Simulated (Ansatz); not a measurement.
# TiTePd3: a trial structure relaxed, part 2 of 2

The task: take a trial cell of TiTePd3 to zero force and stress.

Ansatz 0.2.0; DFT PBE, scalar-relativistic, plane waves, PAW. Earlier steps stand in the parts before.

## 4. Spin check on a coarse mesh

Input file input.yaml:

```yaml
crystal:
  lattice:
    - [4.8852110092, 0.0, 0.0]
    - [0.0, 4.8852110092, 0.0]
    - [0.0, 0.0, 4.8852110092]
  atoms:
    - { symbol: Ti, position: [0.0, 0.0, 0.0], spin: 1.0 }
    - { symbol: Te, position: [0.5, 0.5, 0.5] }
    - { symbol: Pd, position: [0.0, 0.5, 0.5], spin: 1.0 }
    - { symbol: Pd, position: [0.5, 0.0, 0.5], spin: 1.0 }
    - { symbol: Pd, position: [0.5, 0.5, 0.0], spin: 1.0 }
basis:
  ecutwfc: 420
kpoints:
  mp_grid: { grid: [4, 4, 4] }
hamiltonian:
  xc: pbe
scf:
  occupations: { method: gaussian, width: 0.1 }
  lower_state_search: "off"
output:
  forces: true
  stress: true
  eigenvalues: true
  populations: true
magnetization:
  spin_polarized: true
```

Launch:

```sh
ansatz run input.yaml --threads 1 --pin off --max-ram 2560MiB --backend cpu --events-out ev --progress --plain --runs-dir out
```

Standard output, cut to the lines that bear on the results:

```text
[...]
SCF converged after 25 iterations
Magnetization: 1.8121 μB (41.9060 up, 40.0940 down)
Absolute magnetization: 2.2728 μB (∫|ρ↑−ρ↓|, with the PAW one-centre terms)
Spin contamination: 0.1314 ħ² per cell (⟨S²⟩ above its minimum at these occupations)
Per-site moments (μB) at R_I (Å): [(1.782472119707347, 1.424925905754655), (-0.011989978485728418, 1.0075747706475), (-0.06278575365704771, 1.0075747706475), (-0.06278575365704785, 1.0075747706475), (-0.062785753657048, 1.0075747706475)]
Free energy (F): -30395.937395 eV
[...]
E sigma→0 (E₀):  -30395.920432 eV
Entropy (-TS):   -0.033927 eV (-6.785 meV/atom)
Fermi energy:    11.604552 eV
[...]
--- Forces (eV/Å), atoms counted from 1 ---
  atom   1  Ti    -0.00000000    -0.00000000     0.00000000
  atom   2  Te     0.00000000     0.00000000     0.00000000
  atom   3  Pd     0.00000000    -0.00000000    -0.00000000
  atom   4  Pd     0.00000000    -0.00000000    -0.00000000
  atom   5  Pd     0.00000000     0.00000000     0.00000000
[...]
--- Stress (GPa, compression-positive) ---
        1.412580       0.000000       0.000000
        0.000000       1.412580       0.000000
        0.000000       0.000000       1.412580
  P = ⅓ Tr σ = 1.4126 GPa (14.126 kbar)
--- Band table (eV; the first three rows and the last of 20) ---
[...]
--- Löwdin populations: 5 sites ---
  site symbol       q [e]    m [muB]
     0     Ti     11.6011     2.0208
     1     Te     16.8001    -0.1091
     2     Pd     17.5151    -0.0626
     3     Pd     17.5151    -0.0626
     4     Pd     17.5151    -0.0626
  spilling = 0.012845 (of n_electrons = 82.000000)
```

Run time: 21 s. Hardware: 1 thread of Arm Neoverse V1, shared host; peak memory 0.44 GiB.

Per atom:

| atom | moment in the atom's sphere (μB) | Löwdin electrons |
| --- | --- | --- |
| Ti1 | 1.78 | 11.60 |
| Te2 | -0.01 | 16.80 |
| Pd3 | -0.06 | 17.52 |
| Pd4 | -0.06 | 17.52 |
| Pd5 | -0.06 | 17.52 |

The Löwdin counts miss 1.05 of the 82 electrons, which the atomic orbitals do not span, so they are no charges.

The same cell is solved with trial moments on Pd and Ti. The largest site moment that stays is 1.78 μB and the cell's total 1.81 μB. The workflow keeps spin only above 0.25 μB on a site, so spin is kept from here on.

## 5. Full relaxation

The end of the coarse run is made exact in the group found at a tolerance of 0.06 Å and reduced to its primitive cell.

Input file input.yaml:

```yaml
crystal:
  lattice:
    - [4.8852110092, 0.0, 0.0]
    - [0.0, 4.8852110092, 0.0]
    - [0.0, 0.0, 4.8852110092]
  atoms:
    - { symbol: Ti, position: [0.0, 0.0, 0.0], spin: 1.96 }
    - { symbol: Te, position: [0.5, 0.5, 0.5] }
    - { symbol: Pd, position: [0.0, 0.5, 0.5] }
    - { symbol: Pd, position: [0.5, 0.0, 0.5] }
    - { symbol: Pd, position: [0.5, 0.5, 0.0] }
basis:
  ecutwfc: 420
kpoints:
  mp_grid: { grid: [8, 8, 8] }
hamiltonian:
  xc: pbe
scf:
  occupations: { method: gaussian, width: 0.1 }
output:
  forces: true
  stress: true
  eigenvalues: true
  populations: true
magnetization:
  spin_polarized: true
relax:
  adjacent_minimum: "off"
  f_tol: 0.01
  max_steps: 80
  cell: { stress_tol: 0.05 }
```

Launch:

```sh
ansatz run input.yaml --threads 1 --pin off --max-ram 2560MiB --backend cpu --events-out ev --progress --plain --runs-dir out
```

Standard output:

```text
Warning: RAYON_NUM_THREADS=1 ignored (pool sized by the plan → 1); use --threads N
[... 10 set-up lines as earlier in the session ...]
Crystal: 5 atoms, lattice volume = 116.587 Å³
Basis set: ecut = 420 eV, 2301 PW (Γ), exchange–correlation on 72×72×72 points (8 copies of the dense FFT grid, shifted against one another)
Bands: 51, of which v1, the nominal top of the filled ones, is band 41 counted from 1 (40 counted from 0)
[... 1 set-up line as earlier in the session ...]
Space group: Pm-3m (ITA 221), of the structure as read, at distance tolerance 4.9e-5 Å
Magnetic group: BNS 221.92 (UNI 1594), of the structure as read, at distance tolerance 4.9e-5 Å
k-points: 35 of 512
[... 7 set-up lines as earlier in the session ...]
Initial density: superposition of atomic densities (chi_scale 0.1, normalization cell, long waves kept (reshape's long-wave potential 0.00 eV rms))
Starting moments: Σ|m| = 1.96 μB on 1 of 5 sites
[... 2 set-up lines as earlier in the session ...]
SCF iter   1: F=—  HF=-30402.562576 eV  |F-HF|=—  |Δ(HF+E_count)|=         —  Δρ=9.76e-2 (↑9.76e-2 ↓8.92e-2)  dr2=7.01e1  dr2_m=2.16e-1  M=2.696 μB ∫|m|=2.852 μB  β_m=0.30  ethr=3.10e-3  ⟨swp⟩=6.8  Hψ=13756  notcnv=0
Mixer restart at iter 1: flushing history
preconditioner: auto → Kerker (q_TF=auto, 2.573 Å⁻¹)  [metal: Δε(μ)=0.011 eV  Ē_g=5.032 eV  σ=0.100 eV  W_gap=0.06  n_scr=32 (ndim 8)  ℏωp=21.8 eV  f_vac=0.011  D(μ)=11.51/eV (n_scr^D=146)]
spin=Collinear: Kerker preconditioning applied to the charge; magnetization (m = ρ↑ − ρ↓) channel mixes plain (no charge-response kernel on spin).
SCF iter   2: F=—  HF=-30396.762505 eV  |F-HF|=—  |Δ(HF+E_count)|=    5.80e0  Δρ=2.93e-2 (↑2.93e-2 ↓2.49e-2)  dr2=6.98e0  dr2_m=1.91e-2  M=2.422 μB ∫|m|=2.619 μB  β_m=0.35  ethr=3.10e-3  ⟨swp⟩=3.0  Hψ=8925  notcnv=0  defer=185
SCF iter   3: F=—  HF=-30395.902050 eV  |F-HF|=—  |Δ(HF+E_count)|=   8.60e-1  Δρ=1.33e-2 (↑1.33e-2 ↓1.16e-2)  dr2=7.56e-1  dr2_m=1.49e-2  M=2.164 μB ∫|m|=2.533 μB  β_m=0.65  ethr=3.10e-3  ⟨swp⟩=2.5  Hψ=5530  notcnv=0  defer=176
SCF iter   4: F=—  HF=-30395.884475 eV  |F-HF|=—  |Δ(HF+E_count)|=   1.76e-2  Δρ=9.17e-3 (↑9.17e-3 ↓3.70e-3)  dr2=2.84e-1  dr2_m=1.22e-2  M=1.948 μB ∫|m|=2.408 μB  β_m=0.81  ethr=9.22e-4  ⟨swp⟩=3.8  Hψ=7116  notcnv=0  defer=171
SCF iter   5: F=—  HF=-30395.935161 eV  |F-HF|=—  |Δ(HF+E_count)|=         —  Δρ=4.45e-3 (↑4.45e-3 ↓2.89e-3)  dr2=8.92e-2  dr2_m=2.41e-3  M=1.926 μB ∫|m|=2.355 μB  β_m=0.81  ethr=3.47e-4  ⟨swp⟩=2.1  Hψ=5952  notcnv=0  defer=171
Mixer restart at iter 5: flushing history
SCF iter   6: F=—  HF=-30395.929350 eV  |F-HF|=—  |Δ(HF+E_count)|=   5.81e-3  Δρ=4.36e-3 (↑4.36e-3 ↓2.29e-3)  dr2=3.49e-2  dr2_m=3.57e-3  M=1.941 μB ∫|m|=2.406 μB  β_m=0.71  ethr=1.09e-4  ⟨swp⟩=2.0  Hψ=5499  notcnv=0  defer=171
SCF iter   7: F=—  HF=-30395.930784 eV  |F-HF|=—  |Δ(HF+E_count)|=   1.43e-3  Δρ=2.42e-3 (↑2.42e-3 ↓6.33e-4)  dr2=2.54e-3  dr2_m=1.63e-3  M=1.939 μB ∫|m|=2.401 μB  β_m=0.85  ethr=4.26e-5  ⟨swp⟩=2.0  Hψ=5191  notcnv=0  defer=171
SCF iter   8: F=—  HF=-30395.936284 eV  |F-HF|=—  |Δ(HF+E_count)|=   5.50e-3  Δρ=1.49e-3 (↑1.49e-3 ↓3.65e-4)  dr2=2.46e-3  dr2_m=4.97e-4  M=1.943 μB ∫|m|=2.413 μB  β_m=0.93  ethr=3.09e-6  ⟨swp⟩=2.0  Hψ=6568  notcnv=0  defer=173
SCF iter   9: F=—  HF=-30395.937478 eV  |F-HF|=—  |Δ(HF+E_count)|=   1.19e-3  Δρ=6.24e-4 (↑6.24e-4 ↓1.19e-4)  dr2=8.16e-4  dr2_m=9.27e-5  M=1.933 μB ∫|m|=2.392 μB  β_m=0.96  ethr=3.00e-6  ⟨swp⟩=2.0  Hψ=6198  notcnv=0  defer=173
SCF iter  10: F=—  HF=-30395.937655 eV  |F-HF|=—  |Δ(HF+E_count)|=   1.77e-4  Δρ=2.97e-4 (↑2.97e-4 ↓1.10e-4)  dr2=1.44e-4  dr2_m=1.60e-5  M=1.936 μB ∫|m|=2.397 μB  β_m=0.77  ethr=9.95e-7  ⟨swp⟩=2.0  Hψ=5911  notcnv=0  defer=173
SCF iter  11: F=—  HF=-30395.937616 eV  |F-HF|=—  |Δ(HF+E_count)|=   3.91e-5  Δρ=7.82e-5 (↑7.82e-5 ↓3.96e-5)  dr2=1.90e-5  dr2_m=7.83e-7  M=1.935 μB ∫|m|=2.393 μB  β_m=0.89  ethr=1.75e-7  ⟨swp⟩=2.0  Hψ=6097  notcnv=0  defer=173
SCF iter  12: F=—  HF=-30395.937555 eV  |F-HF|=—  |Δ(HF+E_count)|=   6.07e-5  Δρ=4.30e-5 (↑4.30e-5 ↓1.40e-5)  dr2=2.59e-6  dr2_m=3.59e-7  M=1.934 μB ∫|m|=2.392 μB  β_m=0.91  ethr=2.31e-8  ⟨swp⟩=2.0  Hψ=5132  notcnv=0  defer=173
SCF iter  13: F=—  HF=-30395.937556 eV  |F-HF|=—  |Δ(HF+E_count)|=   3.65e-7  Δρ=7.43e-6 (↑7.43e-6 ↓3.82e-6)  dr2=1.26e-7  dr2_m=1.29e-8  M=1.934 μB ∫|m|=2.392 μB  β_m=0.96  ethr=3.16e-9  ⟨swp⟩=2.0  Hψ=6230  notcnv=0  defer=173
SCF iter  14: F=—  HF=-30395.937556 eV  |F-HF|=—  |Δ(HF+E_count)|=   3.60e-8  Δρ=4.16e-6 (↑4.16e-6 ↓1.82e-6)  dr2=5.09e-8  dr2_m=3.96e-9  M=1.934 μB ∫|m|=2.392 μB  β_m=0.98  ethr=1.53e-10  ⟨swp⟩=2.0  Hψ=6090  notcnv=0  defer=173
SCF iter  15: F=-30395.937556 eV  HF=-30395.937556 eV  |F-HF|=1.04e-8  |Δ(HF+E_count)|=   6.23e-9  Δρ=1.69e-6 (↑1.69e-6 ↓7.58e-7)  dr2=1.13e-8  dr2_m=5.28e-10  M=1.934 μB ∫|m|=2.392 μB  ethr=6.20e-11  ⟨swp⟩=9.5  Hψ=14299  notcnv=0
SCF 1 converged in 15 iterations: F = -30395.937556 eV  dr2 = 1.13e-8
relax step   1: F+E_penalty+E_count = -30395.93755562 eV  Δ(F+E_penalty+E_count) = +0.000e0 eV  max|allowed force component| = 5.995e-29 eV/Å  Δτ_max = 0.0000 Å  P = +1.374 GPa  Ω = 116.587 Å³  (15 SCF iters, dr2 threshold 1.00e-7 eV, accepted)
[... 19 lines left out ...]
relax step   2: F+E_penalty+E_count = -30395.94545811 eV  Δ(F+E_penalty+E_count) = -7.902e-3 eV  max|allowed force component| = 2.535e-29 eV/Å  Δτ_max = 0.0000 Å  P = -0.204 GPa  Ω = 118.991 Å³  energy of the carried Pulay correction = -6.284e-4 eV  (10 SCF iters, dr2 threshold 5.00e-7 eV, accepted)
[... 14 lines left out ...]
relax step   3: F+E_penalty+E_count = -30395.94574888 eV  Δ(F+E_penalty+E_count) = -2.908e-4 eV  max|allowed force component| = 1.049e-29 eV/Å  Δτ_max = 0.0000 Å  P = -0.008 GPa  Ω = 118.675 Å³  energy of the carried Pulay correction = -5.465e-4 eV  (9 SCF iters, dr2 threshold 1.04e-7 eV, accepted)
[... 14 lines left out ...]
relax step   4: F+E_penalty+E_count = -30395.94626681 eV  Δ(F+E_penalty+E_count) = -5.179e-4 eV  max|allowed force component| = 1.404e-29 eV/Å  Δτ_max = 0.0000 Å  P = -0.013 GPa  Ω = 118.675 Å³  stress off target by 1.35e-2 GPa  SCF on the basis re-selected at this cell (its energy is not comparable with the rows above)  (9 SCF iters)
basis re-selected at this cell: Δ(F+E_penalty+E_count) = -5.179e-4 eV, ΔP = -0.006 GPa vs the last step (what re-selecting the basis moved, of the pressure what is left beyond the Pulay correction that the steps carried, after the strain that the cell walked since its last selection, with what the two solves' SCF thresholds leave and, on support functions, any second-order correction that the steps lacked; it is no measure of the basis error at this ecutwfc). This SCF's stress stands 1.35e-2 GPa from its target on what of the cell is left free (relax.cell.stress_tol is 5.00e-2 GPa) and its largest allowed force component is 1.40e-29 eV/Å (relax.f_tol is 1.00e-2 eV/Å): within both
SCF converged after 9 iterations
Magnetization: 1.9436 μB (41.9718 up, 40.0282 down)
Absolute magnetization: 2.4173 μB (∫|ρ↑−ρ↓|, with the PAW one-centre terms)
Spin contamination: 0.1531 ħ² per cell (⟨S²⟩ above its minimum at these occupations)
Per-site moments (μB) at R_I (Å): [(1.8641540494243385, 1.4333811534489969), (-0.021733558119129845, 1.013553533628781), (-0.06154317282880639, 1.013553533628781), (-0.06154317282880636, 1.013553533628781), (-0.06154317282880649, 1.013553533628781)]
Free energy (F): -30395.946267 eV
Harris-Foulkes:  -30395.946267 eV  (|F-HF|=3.64e-12)
Internal energy: -30395.911519 eV  (E = F + TS)
E sigma→0 (E₀):  -30395.928893 eV
Entropy (-TS):   -0.034748 eV (-6.950 meV/atom)
Fermi energy:    11.352079 eV
--- Per-component energies (eV) ---
  E_band       = -1286.917334
  E_kinetic    = 1995.666851
  E_local      = -10556.288112  (includes V_loc(G=0)·N_el)
  E_nonlocal   = 359.197602
  E_hartree    = 4660.175873
  E_xc         = -723.377847
  E_vxc        = -854.931753  (∫ρ·V_xc dr)
  E_paw        = -16968.723498  (= ΣΔE_a)
  E_vpaw       = -1550.914152  (= ΣTr[D̂ρ^β])
  E_aug_tail   = 0.000530  (compensation charges beyond the density's cutoff)
  E_ewald      = -9162.562918
  E_smearing   = -0.034748  (= −TS)
  E_closure    = -0.000000  (closes the sum)
  Σ components = -30395.946267   (vs F -30395.946267, Δ=0.00e0)
--- Forces (eV/Å), atoms counted from 1 ---
  atom   1  Ti    -0.00000000    -0.00000000     0.00000000
  atom   2  Te     0.00000000    -0.00000000     0.00000000
  atom   3  Pd     0.00000000     0.00000000     0.00000000
  atom   4  Pd    -0.00000000     0.00000000    -0.00000000
  atom   5  Pd    -0.00000000    -0.00000000    -0.00000000
  max |Σ_I F_I| component: 2.45e-29 eV/Å
--- Stress (GPa, compression-positive) ---
       -0.013494       0.000000       0.000000
        0.000000      -0.013494       0.000000
        0.000000       0.000000      -0.013494
  P = ⅓ Tr σ = -0.0135 GPa (-0.135 kbar)
--- Band table (eV; the first three rows and the last of 70) ---
  k-point 0 ↑: bands = ["-72.6220", "-72.6202", "-72.6202", "-46.8959", "-38.7145", "-38.7145", "-38.7145", "-38.2385", "-38.2385", "-38.2385", "-38.2364", "-38.2364", "-38.2364", "-26.2974", "-26.2974", "-26.2272", "-26.2272", "-26.2272", "-23.1451", "-23.1451", "-23.1451", "-1.9895", "7.0762", "7.8072", "7.8072", "7.8072", "7.9780", "7.9780", "7.9780", "8.4923", "8.4923", "8.6140", "8.6140", "9.2885", "9.2885", "9.2885", "9.7168", "9.7168", "9.7168", "10.0922", "11.6003", "11.6003", "11.6135", "11.6135", "11.6135", "12.8181", "14.6773", "14.6773", "15.2423", "15.2423", "15.2423"]
[... 3 lines left out ...]
--- Relaxed structure (3 steps of the walk, 3 accepted, 1 SCFs on fresh bases) ---
  F+E_penalty+E_count = -30395.94626681 eV   max|allowed force component| = 1.404e-29 eV/Å   (the final SCF, on the basis selected at the relaxed cell)
  cell:  # Å, volume = 118.6747 Å³
    - [4.914198950927423, -1.601180038400065e-34, 3.2098832406453924e-35]
    - [-1.280191714335526e-34, 4.914198950927423, 0.0]
    - [1.2839532962581572e-34, 0.0, 4.914198950927423]
  atoms:
    - { symbol: Ti, position: [-2.628245318151073e-36, 7.160941833323505e-37, 1.3141226590160756e-36] }
    - { symbol: Te, position: [0.5, 0.5, 0.5] }
    - { symbol: Pd, position: [6.570613295280563e-37, 0.5, 0.5] }
    - { symbol: Pd, position: [0.5, -3.875635186372016e-37, 0.5] }
    - { symbol: Pd, position: [0.5, 0.5, -7.391939956989705e-37] }
--- Löwdin populations: 5 sites ---
  site symbol       q [e]    m [muB]
     0     Ti     11.5934     2.1514
     1     Te     16.8059    -0.1256
     2     Pd     17.5176    -0.0634
     3     Pd     17.5176    -0.0634
     4     Pd     17.5176    -0.0634
  spilling = 0.012781 (of n_electrons = 82.000000)
```

It took 2.3 min on 1 thread of Arm Neoverse V1, shared host; peak memory 0.62 GiB.

The steps of the relaxation:

```
step  E - E(step 1) (eV/cell)  largest force component (eV/Å)  pressure (GPa)  volume (Å³)
   1                   0.0000                          0.0000            1.37       116.59
   2                  -0.0079                          0.0000           -0.20       118.99
   3                  -0.0082                          0.0000           -0.01       118.67
   4                  -0.0087                          0.0000           -0.01       118.67
```

Step 1 is the start. Step 4 repeats the geometry before it on a plane-wave basis chosen anew for that cell, so its energy need not be comparable with the rows above.

|  | before | after | change |
| --- | --- | --- | --- |
| a (Å) | 4.885 | 4.914 | +0.6 % |
| b (Å) | 4.885 | 4.914 | +0.6 % |
| c (Å) | 4.885 | 4.914 | +0.6 % |
| volume (Å³/atom) | 23.32 | 23.73 | +1.8 % |
| shortest distance (Å) | 2.443 | 2.457 | +0.6 % |
| space group (0.01 Å) | Pm-3m | Pm-3m | same |

The run keeps the 48 symmetry operations of the start, so it could not have lowered the symmetry.

Per atom:

```
atom  moment in the atom's sphere (μB)  Löwdin electrons
 Ti1                              1.86             11.59
 Te2                             -0.02             16.81
 Pd3                             -0.06             17.52
 Pd4                             -0.06             17.52
 Pd5                             -0.06             17.52
```

The Löwdin counts miss 1.05 of the 82 electrons, which the atomic orbitals do not span, so they are no charges.

## 6. Results

What follows sums up all 2 parts. Changes of volume or cell count from the first structure of part 1.

| quantity | value |
| --- | --- |
| symmetry at the end (tolerance 0.05 Å) | space group Pm-3m (No. 221) |
| conventional cell | a = 4.914 Å, b = 4.914 Å, c = 4.914 Å, α = 90.00°, β = 90.00°, γ = 90.00° |
| volume | 23.73 Å³/atom |
| energy over the elements | +0.45 eV/atom |
| gap on the mesh | none (metal) |
| total moment | 1.94 μB/cell |

In words: The space group Pm-3m (No. 221) is kept, and the volume per atom grows by 40.8 % from the first guess. With a positive formation energy it can't be a ground state. No finished test with a distortion of lower symmetry is shown, so the end may be a saddle point. The runs treat Te without spin-orbit coupling. Other magnetic orders were not searched.
